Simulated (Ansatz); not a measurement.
# C2HAlF2: small, medium and large basis sets

The task here is to estimate one member of a computed series from the others.

Method: one geometry, several basis sets; program: Ansatz 0.2.0, Gaussian basis.

Levels to be run: PBE0-D4/def2-SVP; ωB97M-V/def2-SVP; PBE0-D4/def2-QZVPP; ωB97M-V/def2-QZVPP; the functionals' def2-TZVPP values are taken from earlier runs.

**Structure used throughout**

An earlier PBE0-D4 in a triple-zeta def2 set relaxation fixed the geometry.

SMILES `C#[C][Al]([F])[F]`, 6 atoms, charge 0, spin multiplicity 1.

Atoms are counted from 1 here; the program's logs count them from 0.

Bond lengths: C1–C2 1.208 Å, C1–H6 1.067 Å, C2–Al3 1.877 Å, Al3–F4 1.635 Å, Al3–F5 1.635 Å. Angles: C2–C1–H6 180.0°, C1–C2–Al3 180.0°, C2–Al3–F4 121.0°, C2–Al3–F5 121.0°, F4–Al3–F5 117.9°.

The first run:

File in.yaml:

```yaml
crystal:
  periodic: [false, false, false]
  atoms:
    - {symbol: C, position_ang: [-1.009608, 0.675570, 1.373006]}
    - {symbol: C, position_ang: [-0.344379, 0.226603, 0.469958]}
    - {symbol: Al, position_ang: [0.688485, -0.470634, -0.933109]}
    - {symbol: F, position_ang: [0.677806, -2.069634, -1.273779]}
    - {symbol: F, position_ang: [1.626944, 0.502005, -1.853019]}
    - {symbol: H, position_ang: [-1.597149, 1.072090, 2.170542]}
basis:
  gaussian: {orbitals: def2-SVP}
hamiltonian: {xc: pbe0, dispersion: d4}
output: {orbitals: {seedname: orbitals}}
```

Steps of the session up to this table: PBE0-D4 in def2-SVP; ωB97M-V in def2-SVP; PBE0-D4 in def2-QZVPP; ωB97M-V in def2-QZVPP.

One of the session's tables, all rows but one given; the rest of the session is left out.

It belongs to the step «Functionals by basis». 

```
functional       basis  HOMO (eV)
   PBE0-D4    def2-SVP      -8.75
   PBE0-D4  def2-TZVPP      -8.83
   PBE0-D4  def2-QZVPP      -8.85
   ωB97M-V    def2-SVP     -11.01
   ωB97M-V  def2-TZVPP          ?
   ωB97M-V  def2-QZVPP     -11.12
```

Estimate the missing values for ωB97M-V, def2-TZVPP.

The run gave: HOMO (eV): -11.10. In the column «HOMO (eV)» it lies between ωB97M-V, def2-QZVPP (-11.12) and ωB97M-V, def2-SVP (-11.01).
